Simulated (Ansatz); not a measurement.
# Ir: the cost of one run

Computed with Ansatz 0.2.0 (DFT LDA, scalar-relativistic, plane waves, PAW, unless a step's input says otherwise).

28 further runs of the same task are left out: 28 set aside as unsound or not needed.

## 1. The starting structure

Symmetry: Fm-3m, No. 225, cubic system. Conventional cell: a = 3.811 Å, b = 3.811 Å, c = 3.811 Å, α = 90.00°, β = 90.00°, γ = 90.00°. Ir (site symmetry m-3m) is surrounded by 12 Ir at 2.69 Å.

As a file:

```xyz
1
Lattice="0.0000 1.9054 1.9054 1.9054 0.0000 1.9054 1.9054 1.9054 0.0000" Properties=species:S:1:pos:R:3 pbc="T T T"
Ir    0.0000    0.0000    0.0000
```

This cell was relaxed beforehand with the same method: volume 13.84 Å³/atom, gap on the mesh none (metal).

## 2. The scan

The energy is mapped over volume and the cell's shape.

First coordinate, volume per atom: 7 values from 12.729 to 14.942 Å³. Second coordinate, c/a of the conventional cell: 9 values from 0.629 to 1.167.

Nothing else is relaxed (symmetry fixes all fractional coordinates). Energies count from the relaxed crystal. Points are written as (first, second).

## 3. Grid point (12.729 Å³, 0.734)

Contents of input.yaml:

```yaml
crystal:
  lattice:
    - [0.0, 2.0541410149, 1.5083557472]
    - [2.0541410149, 0.0, 1.5083557472]
    - [2.0541410149, 2.0541410149, 0.0]
  atoms:
    - { symbol: Ir, position: [0.0, 0.0, 0.0] }
basis:
  ecutwfc: 420
kpoints:
  mp_grid: { grid: [22, 22, 22] }
hamiltonian:
  xc: lda
  pseudopotentials: { kind: paw, azcp: { folder: soft_1 } }
scf:
  occupations: { method: gaussian, width: 0.15 }
output:
  forces: true
  stress: true
  eigenvalues: true
```

Started as:

```
$ ansatz run input.yaml --threads 1 --pin off --max-ram 2048MiB --backend cpu --events-out ev --progress --plain --runs-dir out
```

What time and memory should one allow on 1 thread of Intel Xeon 6975P-C (Granite Rapids), shared host?

About 3.7 s, with a peak of 0.45 GiB.
